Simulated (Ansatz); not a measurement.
# Molecular dynamics of Mg

Input file:

```yaml
accuracy: low
crystal:
  lattice:
    - [10.08925, 0.0, 0.0]
    - [-5.044625, 8.737547, 0.0]
    - [0.0, 0.0, 10.923295]
  atoms:
    - { symbol: Mg, position: [0.0, 0.0, 0.0] }
    - { symbol: Mg, position: [0.1111111, 0.2222222, 0.25] }
    - { symbol: Mg, position: [0.0, 0.0, 0.5] }
    - { symbol: Mg, position: [0.1111111, 0.2222222, 0.75] }
    - { symbol: Mg, position: [0.0, 0.3333333, 0.0] }
    - { symbol: Mg, position: [0.1111111, 0.5555556, 0.25] }
    - { symbol: Mg, position: [0.0, 0.3333333, 0.5] }
    - { symbol: Mg, position: [0.1111111, 0.5555556, 0.75] }
    - { symbol: Mg, position: [0.0, 0.6666667, 0.0] }
    - { symbol: Mg, position: [0.1111111, 0.8888889, 0.25] }
    - { symbol: Mg, position: [0.0, 0.6666667, 0.5] }
    - { symbol: Mg, position: [0.1111111, 0.8888889, 0.75] }
    - { symbol: Mg, position: [0.3333333, 0.0, 0.0] }
    - { symbol: Mg, position: [0.4444444, 0.2222222, 0.25] }
    - { symbol: Mg, position: [0.3333333, 0.0, 0.5] }
    - { symbol: Mg, position: [0.4444444, 0.2222222, 0.75] }
    - { symbol: Mg, position: [0.3333333, 0.3333333, 0.0] }
    - { symbol: Mg, position: [0.4444444, 0.5555556, 0.25] }
    - { symbol: Mg, position: [0.3333333, 0.3333333, 0.5] }
    - { symbol: Mg, position: [0.4444444, 0.5555556, 0.75] }
    - { symbol: Mg, position: [0.3333333, 0.6666667, 0.0] }
    - { symbol: Mg, position: [0.4444444, 0.8888889, 0.25] }
    - { symbol: Mg, position: [0.3333333, 0.6666667, 0.5] }
    - { symbol: Mg, position: [0.4444444, 0.8888889, 0.75] }
    - { symbol: Mg, position: [0.6666667, 0.0, 0.0] }
    - { symbol: Mg, position: [0.7777778, 0.2222222, 0.25] }
    - { symbol: Mg, position: [0.6666667, 0.0, 0.5] }
    - { symbol: Mg, position: [0.7777778, 0.2222222, 0.75] }
    - { symbol: Mg, position: [0.6666667, 0.3333333, 0.0] }
    - { symbol: Mg, position: [0.7777778, 0.5555556, 0.25] }
    - { symbol: Mg, position: [0.6666667, 0.3333333, 0.5] }
    - { symbol: Mg, position: [0.7777778, 0.5555556, 0.75] }
    - { symbol: Mg, position: [0.6666667, 0.6666667, 0.0] }
    - { symbol: Mg, position: [0.7777778, 0.8888889, 0.25] }
    - { symbol: Mg, position: [0.6666667, 0.6666667, 0.5] }
    - { symbol: Mg, position: [0.7777778, 0.8888889, 0.75] }
basis:
  ecutwfc: 420.0
kpoints:
  mp_grid: { grid: [1, 1, 1] }
hamiltonian:
  xc: pbesol
scf:
  occupations: { method: fermi_dirac, width: 0.16 }
  lower_state_search: "off"
md:
  timestep: 3.0
  n_steps: 300
  ensemble: nvt_nose_hoover
  temperature: 1800.0
  initial_velocities: maxwell_boltzmann
  seed: 273228
  nose_hoover: { tau: 100.0, chain_length: 5 }
```

Launched with:

```bash
$ ansatz run input.yaml --threads 4 --pin off --max-ram 10240MiB --backend cpu --events-out ev --progress --plain --runs-dir out
```

It starts from a structure without forces on its atoms.

Output, in part (step lines):

```
md step     0: t =     0.00 fs  T =  1800.0 K  F+E_penalty+E_count = -68821.42494041 eV  E_kin = 8.143380 eV  conserved = -68813.28156048 eV  (7 SCF iters)
md step     1: t =     3.00 fs  T =  1793.4 K  F+E_penalty+E_count = -68821.39516437 eV  E_kin = 8.113509 eV  conserved = -68813.28166191 eV  (7 SCF iters)
md step     2: t =     6.00 fs  T =  1773.4 K  F+E_penalty+E_count = -68821.30485900 eV  E_kin = 8.023037 eV  conserved = -68813.28190198 eV  (7 SCF iters)
md step     3: t =     9.00 fs  T =  1739.5 K  F+E_penalty+E_count = -68821.15160885 eV  E_kin = 7.869755 eV  conserved = -68813.28223110 eV  (7 SCF iters)
md step     4: t =    12.00 fs  T =  1691.1 K  F+E_penalty+E_count = -68820.93232657 eV  E_kin = 7.650903 eV  conserved = -68813.28257377 eV  (7 SCF iters)
md step     5: t =    15.00 fs  T =  1627.8 K  F+E_penalty+E_count = -68820.64430836 eV  E_kin = 7.364212 eV  conserved = -68813.28282795 eV  (5 SCF iters)
md step     6: t =    18.00 fs  T =  1549.3 K  F+E_penalty+E_count = -68820.28663882 eV  E_kin = 7.009267 eV  conserved = -68813.28287299 eV  (4 SCF iters)
md step     7: t =    21.00 fs  T =  1456.4 K  F+E_penalty+E_count = -68819.86184072 eV  E_kin = 6.589105 eV  conserved = -68813.28258640 eV  (4 SCF iters)
[... lines left out ...]
```

The steps, from the saved trajectory:

```csv
time (fs),T (K),potential energy less start (eV),conserved less start (meV/atom)
0.0,1800,0.000,0.00
30.0,1116,3.132,0.07
60.0,653,5.460,0.07
90.0,717,5.738,0.12
120.0,853,5.656,0.17
150.0,1301,4.212,0.08
180.0,1183,5.408,0.19
210.0,1318,5.423,0.10
240.0,1369,5.864,0.17
270.0,1467,6.032,0.18
300.0,1695,5.643,0.24
330.0,1910,5.254,0.18
360.0,1577,7.169,0.31
390.0,1631,7.330,0.22
420.0,1871,6.767,0.20
450.0,1536,8.769,0.28
480.0,1791,8.105,0.25
510.0,2183,6.935,0.25
540.0,1795,8.930,0.36
570.0,1697,9.537,0.28
600.0,1807,9.256,0.27
630.0,1925,8.974,0.32
660.0,1986,8.878,0.35
690.0,1685,10.316,0.44
720.0,1823,9.831,0.22
750.0,1935,9.689,0.36
780.0,2088,9.560,0.37
810.0,1761,11.561,0.55
840.0,2441,9.100,0.30
870.0,2280,10.109,0.61
900.0,2018,10.954,0.44
```

All steps were run. The conserved energy stayed within 0.61 meV per atom of its start (net change 0.44 meV per atom), so the integration is sound. A run of 0.9 ps of so small a system gives no equilibrium averages. Limits of this set-up: coarse k mesh, low accuracy level.

Mean squared displacements from the first frame to the last, about the centre of mass: Mg 4.79 Å².

Last frame:

```xyz
36
Lattice="10.0892 0.0000 0.0000 -5.0446 8.7375 0.0000 0.0000 0.0000 10.9233" Properties=species:S:1:pos:R:3
Mg 0.148 -0.681 -2.303
Mg 0.362 1.446 0.903
Mg 0.693 -3.142 7.825
Mg -2.347 0.629 8.394
Mg -1.866 2.979 0.301
Mg -0.534 4.448 2.868
Mg -0.347 2.003 5.668
Mg -1.510 7.157 6.522
Mg -2.281 5.648 -1.600
Mg -2.766 6.925 1.484
Mg -2.457 8.168 3.920
Mg -2.269 9.392 7.918
Mg 2.639 0.895 0.097
Mg 4.096 3.708 4.330
Mg 0.654 -0.305 6.154
Mg 2.990 3.593 9.647
Mg 0.690 2.198 -1.917
Mg 0.665 3.959 0.383
Mg 1.193 2.193 3.203
Mg 0.456 4.333 6.932
Mg -0.068 6.695 0.970
Mg -0.483 9.682 2.240
Mg 1.262 5.046 4.431
Mg 0.902 7.811 8.053
Mg 7.138 -0.116 0.253
Mg 8.141 0.987 2.759
Mg 4.844 0.754 5.805
Mg 5.025 2.086 8.453
Mg 6.283 4.162 2.441
Mg 5.349 6.346 4.600
Mg 6.622 3.754 5.420
Mg 5.403 5.025 10.594
Mg 2.970 3.311 1.839
Mg 3.576 6.267 2.054
Mg 2.514 6.415 7.013
Mg 2.849 6.025 9.809
```

Run time: 7.1 min on 4 threads of Intel(R) Xeon(R) 6975P-C (Granite Rapids), with other jobs on the host, peak memory 1.1 GiB.
